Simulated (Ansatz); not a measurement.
# AlB3As4: the cost of one run

Method: DFT PBE, scalar-relativistic, plane waves, PAW, in Ansatz 0.2.0.

## (1) Starting point

The structure is tetragonal, space group P-4m2 (No. 115). Conventional cell: a = 3.621 Å, b = 3.621 Å, c = 10.241 Å, α = 90.00°, β = 90.00°, γ = 90.00°. Al (site symmetry -4m2) is surrounded by 4 As at 2.22 Å. B (site symmetry 2mm) is surrounded by 4 As at 2.22 Å. Around B (site symmetry -4m2) lie 4 As at 2.22 Å. As (site symmetry 2mm) is surrounded by 4 B at 2.22 Å. As (site symmetry 2mm) has 2 Al at 2.22 Å and 2 B at 2.22 Å as nearest neighbours.

Coordinates:

```
Al B As
1.0
     3.62072    0.00000    0.00000
     0.00000    3.62072    0.00000
     0.00000    0.00000   10.24094
Al B As
1 3 4
Direct
  0.00000 0.00000 0.00000
  0.50000 0.50000 0.25000
  0.00000 0.00000 0.50000
  0.50000 0.50000 0.75000
  0.50000 0.00000 0.37500
  0.00000 0.50000 0.62500
  0.50000 0.00000 0.87500
  0.00000 0.50000 0.12500
```

The start is an ordering of an alloy on its end members' structure types: elements ordered on the sites of the AlAs type, B/Al on Al (P-4m2, No. 115).

## (2) Probe: one point on a coarse mesh

The input, input.yaml:

```yaml
crystal:
  lattice:
    - [3.62071772, 0.0, 0.0]
    - [0.0, 3.62071772, 0.0]
    - [0.0, 0.0, 10.24093622]
  atoms:
    - { symbol: Al, position: [0.0, 0.0, 0.0] }
    - { symbol: B, position: [0.5, 0.5, 0.25] }
    - { symbol: B, position: [0.0, 0.0, 0.5] }
    - { symbol: B, position: [0.5, 0.5, 0.75] }
    - { symbol: As, position: [0.5, 0.0, 0.375] }
    - { symbol: As, position: [0.0, 0.5, 0.625] }
    - { symbol: As, position: [0.5, 0.0, 0.875] }
    - { symbol: As, position: [0.0, 0.5, 0.125] }
basis:
  ecutwfc: 420
kpoints:
  mp_grid: { grid: [6, 6, 2] }
hamiltonian:
  xc: pbe
scf:
  occupations: { method: gaussian, width: 0.1 }
  lower_state_search: "off"
output:
  forces: true
  stress: true
  eigenvalues: true
```

Started as:

```console
> ansatz run input.yaml --threads 1 --pin off --max-ram 2560MiB --backend cpu --events-out ev --progress --plain --runs-dir out
```

Q: Estimate wall time and peak memory on 1 thread of AMD EPYC 9R45 (Zen 5), shared host.

About 3.8 s, with a peak of 0.41 GiB.
